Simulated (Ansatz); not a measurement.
# GaHClO (quartet): the correlation ladder, cc-pVDZ

The task here is to estimate one member of a computed series from the others.

The runs use Ansatz 0.2.0, Gaussian basis; cc-pVDZ, core rule «outside noble gas», up to 20 orbitals frozen.

Plan: UHF; CCSD(T) on ROHF; CCSD(T) on UHF; BCCD(T) on ROHF; CISD as a restricted active space (open shells left free, so some higher excitations enter); CCSDT(Q) on ROHF; CCSDT(Q) on UHF.

39 further runs of the same task are left out: 10 for a known fault of the program, 14 that didn't finish, 15 set aside as unsound or not needed. Runs told in other sessions of the task aren't counted.

## The geometry

The geometry is a PBE0/def2-TZVP stationary point (not a proven minimum). No spin-orbit coupling is included. The filled d shell of Ga may be among the frozen orbitals whatever the setting's name suggests.

4 atoms, charge 0, spin multiplicity 4.

Atoms are counted from 1 here; the program's logs count them from 0.

Bond lengths: Cl1–Ga3 2.485 Å, O2–Ga3 2.044 Å, Ga3–H4 1.646 Å. Angles: Cl1–Ga3–O2 58.9°, Cl1–Ga3–H4 154.9°, O2–Ga3–H4 96.0°.

The first run:

in.yaml reads:

```yaml
crystal:
  periodic: [false, false, false]
  atoms:
    - {symbol: Cl, position_ang: [0.000000, -0.267554, 1.633067]}
    - {symbol: O, position_ang: [0.000000, 1.510446, 0.238746]}
    - {symbol: Ga, position_ang: [0.000000, -0.217939, -0.851528]}
    - {symbol: H, position_ang: [0.000000, 0.510707, -2.327383]}
basis:
  gaussian: {orbitals: cc-pVDZ}
magnetization: {spin_polarized: true, initial_magnetization: 3}
hamiltonian: {xc: hf}
output: {orbitals: {seedname: orbitals}}
```

The run is started by

```console
> ansatz run in.yaml --threads 1 --pin off --events-out ev --progress --plain --max-ram 2393MiB
```

Among the steps run: UHF; CCSD(T) on ROHF; CCSD(T) on UHF; BCCD(T) on ROHF; CISD as a restricted active space (open shells left free, so some higher excitations enter); CCSDT(Q) on ROHF; CCSDT(Q) on UHF.

One table of the session follows, with a row left open; its other results are not shown here.

```
   method  from UCCSDT(Q) (meV)
     ROHF              +10366.5
      UHF               +9986.7
     RMP2               +1643.4
     UMP2               +1578.0
    RCCSD                     ?
    UCCSD                +374.9
 RCCSD(T)                +102.3
 UCCSD(T)                +101.1
  BCCD(T)                +113.6
   RCCSDT                 +46.7
   UCCSDT                 +41.6
RCCSDT(Q)                 +15.3
UCCSDT(Q)                     0
```

**Question.** Estimate the row for RCCSD.

The run gave: from UCCSDT(Q) (meV): +394.5. In the column «from UCCSDT(Q) (meV)» it lies between UCCSD (+374.9) and UMP2 (+1578.0).

Not comparable, so not listed: CISD as a restricted active space (open shells left free, so some higher excitations enter) (they don't share determinant, frozen orbitals or solution with the rows shown, or repeat one).

To keep in mind: Restricted and unrestricted rows rest on different reference determinants; a gap between their highest levels can come from leftover correlation error, from unlike frozen cores or from another state.
